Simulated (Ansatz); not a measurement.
# GaH8N3O: the cost of one run

All numbers below are computed with Ansatz 0.2.0 (RKS B3LYP-D4/def2-SVP).

### 1 The starting structure

Bond lengths: Ga1–N2 2.280 Å, N2–H3 1.060 Å, N2–H4 1.060 Å, Ga1–N5 1.930 Å, N5–H6 1.060 Å, N5–H7 1.060 Å, Ga1–N8 1.930 Å, N8–H9 1.060 Å, N8–H10 1.060 Å, Ga1–O11 2.090 Å, O11–H12 1.010 Å. Angles (14 of 16 angles, heavy atoms first): N2–Ga1–N5 120.0°, N2–Ga1–N8 120.0°, N2–Ga1–O11 71.6°, N5–Ga1–N8 120.0°, N5–Ga1–O11 114.2°, N8–Ga1–O11 84.6°, Ga1–N2–H3 120.0°, Ga1–N2–H4 120.0°, Ga1–N5–H6 120.0°, Ga1–N5–H7 120.0°, Ga1–N8–H9 120.0°, Ga1–N8–H10 120.0°, Ga1–O11–H12 109.5°, H3–N2–H4 120.0°.

As a file:

```xyz
13

Ga    0.0000    0.0000    0.0000
N     0.0000    0.0000    2.2800
H    -0.8770   -0.2713    2.8100
H     0.8770    0.2713    2.8100
N     1.6714    0.0000   -0.9650
H     2.1380   -0.9179   -1.2168
H     2.1227    0.9179   -1.2432
N    -1.6714    0.0000   -0.9650
H    -2.3403   -0.8164   -0.8664
H    -1.9204    0.8164   -1.5936
O    -0.6081    1.8879    0.6590
H    -1.5382    2.0813    0.3160
H    -0.3905    1.2125    1.8185
```

### 2 Pulling towards end A

Springs on the bonds that form and break draw the guess towards this end; the thresholds are loose.

The input, input.yaml:

```yaml
crystal:
  periodic: [false, false, false]
  atoms:
    - { symbol: Ga, position_ang: [0.0, 0.0, 0.0] }
    - { symbol: "N", position_ang: [0.0, 0.0, 2.28] }
    - { symbol: H, position_ang: [-0.877, -0.2713, 2.81] }
    - { symbol: H, position_ang: [0.877, 0.2713, 2.81] }
    - { symbol: "N", position_ang: [1.6714, 0.0, -0.965] }
    - { symbol: H, position_ang: [2.138, -0.9179, -1.2168] }
    - { symbol: H, position_ang: [2.1227, 0.9179, -1.2432] }
    - { symbol: "N", position_ang: [-1.6714, 0.0, -0.965] }
    - { symbol: H, position_ang: [-2.3403, -0.8164, -0.8664] }
    - { symbol: H, position_ang: [-1.9204, 0.8164, -1.5936] }
    - { symbol: O, position_ang: [-0.6081, 1.8879, 0.659] }
    - { symbol: H, position_ang: [-1.5382, 2.0813, 0.316] }
    - { symbol: H, position_ang: [-0.3905, 1.2125, 1.8185] }
basis:
  gaussian: { orbitals: def2-SVP }
hamiltonian:
  xc: b3lyp
  dispersion: d4
relax:
  f_tol: 0.15
  max_steps: 25
  restrain:
    - { distance: [0, 10], at: 2.99, k: 30.0 }
    - { distance: [12, 1], at: 2.26, k: 30.0 }
    - { distance: [0, 1], at: 1.93, k: 30.0 }
    - { distance: [12, 10], at: 1.01, k: 30.0 }
output:
  orbitals: {}
```

Run with:

```bash
$ ansatz run input.yaml --threads 4 --pin off --max-ram 5120MiB --backend cpu --events-out ev --progress --plain --runs-dir out
```

Q: Estimate wall time and peak memory on 4 threads of Arm Neoverse V2, shared host.

About 44 s, with a peak of 0.34 GiB.
